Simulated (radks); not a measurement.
# Valence configurations of F

One table from this session's results is given with a row withheld; the runs are named, their logs left out.

Method: scalar-relativistic Kohn-Sham, PBE, spin-polarised, spherical densities, finite nucleus; open shells are filled with parallel spins first. Code: radks (a radial shooting solver on a logarithmic mesh, Libxc functionals) version 1.

### Starting point

| Quantity | Value |
| --- | --- |
| element | fluorine (Z = 9) |
| charge | 0 |
| electrons | 9 |
| configuration | [He] 2s2 2p5 |
| nuclear rms radius | 2.8976 fm |
| others tried | 2s1 2p6; 2s1.5 2p5.5 |

The outer shells:

F
```
[He] core
2s [↑↓]
2p [↑↓][↑↓][↑ ]
```

The first run:

Input:

```text
Z 9
configuration [He] 2s2 2p5
relativity scalar-relativistic
functional pbe,pbe
spin polarised
nucleus finite rms 2.8976 fm
c 137.035999084
```

Among the steps run: [He] 2s2 2p5.

One of the session's tables, all rows but one given; the rest of the session is left out.

It belongs to the step «[He] 2s2 2p5». From the orbitals of this run (lengths in bohr):

```
  level     <r>  outermost maximum (interpolated)  90 % within
  1s up  0.1764                             0.114        0.316
1s down  0.1762                             0.114        0.315
  2s up  0.9984                             0.762         1.61
2s down   1.010                             0.766         1.63
  2p up   1.089                             0.703         1.92
2p down       ?                                 ?            ?
```

Q: Estimate the row for 2p down from the others.

The run gave: <r>: 1.127; outermost maximum (interpolated): 0.712; 90 % within: 2.00. In the column «<r>» it is the highest.
